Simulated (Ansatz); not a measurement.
**CH5AlFPS: up Jacob's ladder to CCSD(T)**

Aim: compute CH5AlFPS with functionals from several rungs and with coupled cluster. The yardstick is the atomisation energy at the CCSD(T) limit.

Method: functionals in def2-TZVPP, the program's frozen cores in correlated methods; program: Ansatz 0.2.0, Gaussian basis.

The runs, in order: LDA (SPW92), PBE-D4, revPBE-D4, BLYP-D4, r2SCAN-D4, B97M-V, PBE0-D4, B3LYP-D4, r2SCANh-D4, r2SCAN0-D4, HSE06-D4, BHLYP-D4, CAM-B3LYP-D4, LC-ωPBE, ωB97X-V, ωB97M-V, B2PLYP, PBE-QIDH; CCSD(T)/def2-SVP; CCSD(T)/def2-TZVPP; MP2/def2-QZVPP; extrapolation to the limit; RPA on PBE.

## 1. Structure used throughout

An earlier PBE0-D4 in a triple-zeta def2 set relaxation fixed the geometry.

10 atoms, charge 0, spin multiplicity 1.

Atoms are counted from 1 here; the program's logs count them from 0.

Bond lengths: F1–C2 1.367 Å, C2–Al3 1.983 Å, C2–S4 1.891 Å, C2–H6 1.091 Å, Al3–S4 2.467 Å, Al3–H7 1.585 Å, Al3–H8 1.580 Å, S4–P5 2.119 Å, P5–H9 1.421 Å, P5–H10 1.420 Å. Angles: F1–C2–Al3 121.7°, F1–C2–S4 108.6°, F1–C2–H6 109.1°, Al3–C2–S4 79.1°, Al3–C2–H6 124.4°, S4–C2–H6 106.0°, C2–Al3–S4 48.8°, C2–Al3–H7 116.6°, C2–Al3–H8 117.4°, S4–Al3–H7 108.5°, S4–Al3–H8 109.7°, H7–Al3–H8 125.9°, C2–S4–Al3 52.1°, C2–S4–P5 104.7°, Al3–S4–P5 104.9°, S4–P5–H9 96.8°, S4–P5–H10 97.8°, H9–P5–H10 93.9°.

## 2. LDA

This LDA is Slater exchange with PW92 correlation.

in.yaml

```yaml
crystal:
  periodic: [false, false, false]
  atoms:
    - {symbol: F, position_ang: [-1.270002, -0.862972, 1.901816]}
    - {symbol: C, position_ang: [-0.347405, -0.356285, 1.029707]}
    - {symbol: Al, position_ang: [0.657783, -1.524116, -0.218157]}
    - {symbol: S, position_ang: [-1.213254, 0.036525, -0.604838]}
    - {symbol: P, position_ang: [-0.300460, 1.825334, -1.280364]}
    - {symbol: H, position_ang: [0.018883, 0.597481, 1.412749]}
    - {symbol: H, position_ang: [1.966901, -0.908900, -0.865858]}
    - {symbol: H, position_ang: [0.153717, -3.011868, -0.385037]}
    - {symbol: H, position_ang: [-0.605795, 2.612889, -0.137148]}
    - {symbol: H, position_ang: [1.022633, 1.540714, -0.850068]}
basis:
  gaussian: {orbitals: def2-TZVPP}
hamiltonian: {xc: lda}
output: {orbitals: {seedname: orbitals}}
```

Command:

```sh
> ansatz run in.yaml --threads 4 --pin off --events-out ev --progress --plain --max-ram 10444MiB
```

Further steps of the session: PBE-D4 (GGA); revPBE-D4 (GGA); BLYP-D4 (GGA); r2SCAN-D4 (meta-GGA); B97M-V (meta-GGA); PBE0-D4 (hybrid); B3LYP-D4 (hybrid); r2SCANh-D4 (hybrid); r2SCAN0-D4 (hybrid); HSE06-D4 (hybrid); BHLYP-D4 (hybrid); CAM-B3LYP-D4 (range-separated); LC-ωPBE (range-separated); ωB97X-V (range-separated); ωB97M-V (range-separated); B2PLYP (double hybrid); PBE-QIDH (double hybrid); CCSD(T) in def2-SVP; CCSD(T) in def2-TZVPP; MP2 in def2-QZVPP; RPA on PBE orbitals.

Q: Predict the results of all the runs planned. Wanted: atomisation energy, CCSD(T)/CBS; farthest beyond LDA; mean size of error, GGA; mean size of error, meta-GGA; mean size of error, hybrid; mean size of error, range-separated; mean size of error, double hybrid; gap, smallest and largest; T1 diagnostic.

As calculated:

| quantity | value |
| --- | --- |
| atomisation energy, CCSD(T)/CBS | 712.0 kcal/mol |
| functionals within 3.6 kcal/mol (0.5 %) | revPBE-D4, BLYP-D4, PBE0-D4, B3LYP-D4, r2SCANh-D4, HSE06-D4, CAM-B3LYP-D4 |
| farthest beyond LDA | BHLYP-D4 (-23.6 kcal/mol) |
| mean size of error, GGA | 6.2 kcal/mol |
| mean size of error, meta-GGA | 9.6 kcal/mol |
| mean size of error, hybrid | 5.9 kcal/mol |
| mean size of error, range-separated | 6.5 kcal/mol |
| mean size of error, double hybrid | 11.4 kcal/mol |
| gap, smallest and largest | 3.87 eV (LDA (SPW92)), 10.95 eV (LC-ωPBE) |
| T1 diagnostic | 0.0136 |
| triples share of the correlation energy | 4.1 % |

What this shows: LDA overbinds by 118.3 kcal/mol (17 %). PBE-D4 is off by +16.3 kcal/mol. Double hybrids carry the basis error of their MP2 part in triple zeta, and no dispersion term here, so their miss is partly the set-up's. Taken by rung, hybrid functionals do best (5.9 kcal/mol on average) and double hybrid ones worst beyond LDA (11.4 kcal/mol). meta-GGA functionals lie within the reference's doubt of that worst mean (9.6 kcal/mol), so those two tie. The gap between the best rungs is small, so their order is not settled. The reference freezes the cores and leaves out relativity and excitations past (T), so misses under about 3.6 kcal/mol can't be ranked. Hartree-Fock recovers 68 % of the binding; the rest is correlation. CCSD(T) in def2-SVP is off by -59.7 kcal/mol, so the small basis spoils what the method gains. The gap grows from 3.9 to 10.9 eV across the functionals, mostly with the share of exact exchange.
